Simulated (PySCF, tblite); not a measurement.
**C6H9ClSi: geometry, infrared bands and NMR shifts**

Aim: predict the infrared bands and NMR shifts of C6H9ClSi (`C=C/C=C(\C=C)[SiH2]Cl`).

Computed with tblite 0.8.0 and PySCF 2.14.0, with density-fitted response routines of our own, on a single molecule in the gas phase. Atoms are numbered from 0 throughout.

### 1 Starting geometry

17 atoms, charge 0, multiplicity 1; geometry from: force field or distance geometry start.

Bonds of the start (Å): C0–C1 1.33, C1–C2 1.44, C2–C3 1.33, C3–C4 1.45, C4–C5 1.32, C3–Si6 1.86, Si6–Cl7 2.09, C0–H8 1.08, C0–H9 1.07, C1–H10 1.07, C2–H11 1.10, C4–H12 1.08, C5–H13 1.10, C5–H14 1.09, Si6–H15 1.47, Si6–H16 1.47.

### 2 Relaxing the molecule with GFN2-xTB

Job settings and geometry (Å):

```
{"job": {"kind": "relax", "xc": "GFN2-xTB", "basis": "xTB"}, "charge": 0, "multiplicity": 1}
C      2.882100    -1.277400    -0.720500
C      1.958700    -0.360500    -0.440000
C      0.605600    -0.828700    -0.249500
C     -0.419600    -0.022900     0.030300
C     -0.215900     1.402400     0.212200
C     -1.288500     2.125300     0.493100
Si    -2.117200    -0.747300     0.234700
Cl    -2.719400    -0.308300     2.187500
H      2.547700    -2.296600    -0.803300
H      3.898700    -0.958400    -0.852800
H      2.285000     0.649600    -0.346300
H      0.347200    -1.892800    -0.357600
H      0.739000     1.893200     0.113600
H     -1.125700     3.204500     0.617900
H     -2.284100     1.692500     0.612200
H     -2.088300    -2.190100    -0.032500
H     -3.012200    -0.072500    -0.708900
```

On the command line:

```
$ OMP_NUM_THREADS=1 python probes_run.py task.json out
```

The driver reads the jobs from task.json and runs them one after another.

**Question.** This job is followed by: GFN2-xTB harmonic vibrations, gas phase; GIAO PBE0/pcSseg-1 NMR shielding, non-relativistic, gas phase. Predict these results of the whole session: strongest single infrared mode (GFN2-xTB); zero-point energy (GFN2-xTB); 13C shifts against TMS (PBE0/pcSseg-1); 1H shifts against TMS (PBE0/pcSseg-1, means over atoms taken as alike); 29Si shifts against TMS (PBE0/pcSseg-1); 35Cl shifts against HCl (PBE0/pcSseg-1).

As calculated:

```
                                                              quantity                                               value
                             strongest single infrared mode (GFN2-xTB)                               2242 cm⁻¹, 290 km/mol
                                          zero-point energy (GFN2-xTB)                                       77.6 kcal/mol
                                13C shifts against TMS (PBE0/pcSseg-1)        150.4, 143.1, 139.8, 138.3, 131.6, 127.8 ppm
1H shifts against TMS (PBE0/pcSseg-1, means over atoms taken as alike)  7.32, 7.30, 6.56, 5.82, 5.77, 5.74, 5.73, 5.36 ppm
                               29Si shifts against TMS (PBE0/pcSseg-1)                                           -15.8 ppm
                               35Cl shifts against HCl (PBE0/pcSseg-1)                                             -43 ppm
```

Over 35 steps the energy fell by 0.440 eV; of the close pairs, Si6–Cl7 changed most, 2.090 to 2.023 Å. All 45 modes are real, so the xTB geometry is a minimum. The strongest single mode, at 2242 cm⁻¹, moves mainly H16. GFN2-xTB is a fitted tight-binding method: band positions and strengths are rough. Its intensities can rank the bands wrongly.
